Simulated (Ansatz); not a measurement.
# C2H6BFOS: the cost of one run

Program: Ansatz 0.2.0. Level of theory: RKS CAM-B3LYP-D4/cc-pVDZ. These are calculated values, not measurements.

### Step 1. The system as given

Bond lengths: B1–C2 1.605 Å, C2–O3 1.398 Å, C2–F4 1.366 Å, C2–S5 1.837 Å, S5–C6 1.851 Å, B1–H7 1.144 Å, B1–H8 1.178 Å, O3–H9 1.021 Å, C6–H10 1.087 Å, C6–H11 1.134 Å, C6–H12 1.124 Å. Angles (14 of 17 angles, heavy atoms first): B1–C2–O3 107.7°, B1–C2–F4 111.8°, B1–C2–S5 106.5°, O3–C2–F4 111.6°, O3–C2–S5 112.1°, F4–C2–S5 107.0°, C2–S5–C6 96.4°, C2–B1–H7 122.5°, C2–B1–H8 115.6°, C2–O3–H9 109.6°, S5–C6–H10 111.0°, S5–C6–H11 109.7°, S5–C6–H12 108.5°, H7–B1–H8 121.6°.

Structure file:

```xyz
12

B    -0.9562   -1.8125   -0.9488
C    -0.5528   -0.4402   -0.2212
O    -0.9528   -0.5328    1.1153
F    -1.1090    0.6439   -0.8379
S     1.2698   -0.2778   -0.3881
C     1.4045    1.3752    0.4333
H    -0.1914   -2.4700   -1.4883
H    -2.1102   -2.0443   -0.9926
H    -1.0781    0.4040    1.5011
H     0.7539    2.1024   -0.0459
H     1.1247    1.2822    1.5287
H     2.4747    1.7148    0.3784
```

### Step 2. End point A

Input file input.yaml:

```yaml
crystal:
  periodic: [false, false, false]
  atoms:
    - { symbol: B, position_ang: [-0.9562, -1.8125, -0.9488] }
    - { symbol: C, position_ang: [-0.5528, -0.4402, -0.2212] }
    - { symbol: O, position_ang: [-0.9528, -0.5328, 1.1153] }
    - { symbol: F, position_ang: [-1.109, 0.6439, -0.8379] }
    - { symbol: S, position_ang: [1.2698, -0.2778, -0.3881] }
    - { symbol: C, position_ang: [1.4045, 1.3752, 0.4333] }
    - { symbol: H, position_ang: [-0.1914, -2.47, -1.4883] }
    - { symbol: H, position_ang: [-2.1102, -2.0443, -0.9926] }
    - { symbol: H, position_ang: [-1.0781, 0.404, 1.5011] }
    - { symbol: H, position_ang: [0.7539, 2.1024, -0.0459] }
    - { symbol: H, position_ang: [1.1247, 1.2822, 1.5287] }
    - { symbol: H, position_ang: [2.4747, 1.7148, 0.3784] }
basis:
  gaussian: { orbitals: cc-pVDZ }
hamiltonian:
  xc: cam_b3lyp
  dispersion: d4
relax:
  f_tol: 0.015
  max_steps: 40
```

Run with:

```bash
$ ansatz run input.yaml --threads 2 --pin off --max-ram 3072MiB --backend cpu --events-out ev --progress --plain --runs-dir out
```

**Question.** How long does this run take on 2 threads of Arm Neoverse V2, shared host, and how much memory does it need?

About 2.4 min, with a peak of 0.35 GiB.
